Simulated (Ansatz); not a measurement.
**C2H5AlO: up Jacob's ladder to CCSD(T)**

One table from this session's results is given with a row withheld; the runs are named, their logs left out.

The runs use Ansatz 0.2.0, Gaussian basis; functionals in def2-TZVPP, the program's frozen cores in correlated methods.

Plan: LDA (SPW92), PBE-D4, revPBE-D4, BLYP-D4, r2SCAN-D4, B97M-V, PBE0-D4, B3LYP-D4, r2SCANh-D4, r2SCAN0-D4, HSE06-D4, BHLYP-D4, CAM-B3LYP-D4, LC-ωPBE, ωB97X-V, ωB97M-V, B2PLYP, PBE-QIDH; CCSD(T)/def2-SVP; CCSD(T)/def2-TZVPP; MP2/def2-QZVPP; extrapolation to the limit; RPA on PBE.

## The relaxed structure

The geometry comes from an earlier relaxation with PBE0-D4 in a triple-zeta def2 set; it is a stationary point, not always the lowest conformer.

SMILES `[CH3][Al]1[CH2][O]1`, 9 atoms, charge 0, spin multiplicity 1.

Atoms are counted from 1 here; the program's logs count them from 0.

Bond lengths: C1–Al2 1.934 Å, C1–H5 1.093 Å, C1–H6 1.091 Å, C1–H7 1.094 Å, Al2–C3 1.883 Å, Al2–O4 1.707 Å, C3–O4 1.488 Å, C3–H8 1.091 Å, C3–H9 1.091 Å. Angles: Al2–C1–H5 110.3°, Al2–C1–H6 112.2°, Al2–C1–H7 110.1°, H5–C1–H6 108.5°, H5–C1–H7 107.6°, H6–C1–H7 108.1°, C1–Al2–C3 171.7°, C1–Al2–O4 139.6°, C3–Al2–O4 48.7°, Al2–C3–O4 59.5°, Al2–C3–H8 123.8°, Al2–C3–H9 123.8°, O4–C3–H8 112.4°, O4–C3–H9 112.4°, H8–C3–H9 110.7°, Al2–O4–C3 71.8°.

The first run:

in.yaml

```yaml
crystal:
  periodic: [false, false, false]
  atoms:
    - {symbol: C, position_ang: [-0.670851, 1.320193, -1.081511]}
    - {symbol: Al, position_ang: [0.051345, -0.076663, 0.044160]}
    - {symbol: C, position_ang: [0.678725, -1.280205, 1.349332]}
    - {symbol: O, position_ang: [0.789341, -1.609532, -0.097895]}
    - {symbol: H, position_ang: [0.039713, 1.575000, -1.872095]}
    - {symbol: H, position_ang: [-0.900203, 2.225968, -0.517471]}
    - {symbol: H, position_ang: [-1.591178, 0.976783, -1.562074]}
    - {symbol: H, position_ang: [0.038540, -1.980490, 1.887682]}
    - {symbol: H, position_ang: [1.653168, -1.197355, 1.832773]}
basis:
  gaussian: {orbitals: def2-TZVPP}
hamiltonian: {xc: lda}
output: {orbitals: {seedname: orbitals}}
```

Command:

```console
$ ansatz run in.yaml --threads 2 --pin off --events-out ev --progress --plain --max-ram 4352MiB
```

Among the steps run: LDA; PBE-D4 (GGA); revPBE-D4 (GGA); BLYP-D4 (GGA); r2SCAN-D4 (meta-GGA); B97M-V (meta-GGA); B3LYP-D4 (hybrid); r2SCANh-D4 (hybrid); r2SCAN0-D4 (hybrid); HSE06-D4 (hybrid); BHLYP-D4 (hybrid); CAM-B3LYP-D4 (range-separated); LC-ωPBE (range-separated); ωB97X-V (range-separated); ωB97M-V (range-separated); B2PLYP (double hybrid); PBE-QIDH (double hybrid).

One of the session's tables, all rows but one given; the rest of the session is left out.

It belongs to the step «Frontier levels by functional». 

```
  functional  HOMO (eV)  gap (eV)
 LDA (SPW92)      -5.15      3.51
      PBE-D4      -4.99      3.52
   revPBE-D4          ?         ?
     BLYP-D4      -4.88      3.46
   r2SCAN-D4      -5.18      4.09
      B97M-V      -5.22      3.90
     PBE0-D4      -6.21      5.53
    B3LYP-D4      -6.02      5.07
  r2SCANh-D4      -5.64      4.82
  r2SCAN0-D4      -6.35      5.90
    HSE06-D4      -5.81      4.77
    BHLYP-D4      -7.37      7.37
CAM-B3LYP-D4      -7.59      7.76
     LC-ωPBE      -8.91     10.24
     ωB97X-V      -8.56      9.73
     ωB97M-V      -8.45      9.26
```

**Question.** Estimate the row for revPBE-D4.

**Answer.** HOMO (eV): -4.92; gap (eV): 3.55. In the column «HOMO (eV)» it lies between PBE-D4 (-4.99) and BLYP-D4 (-4.88).
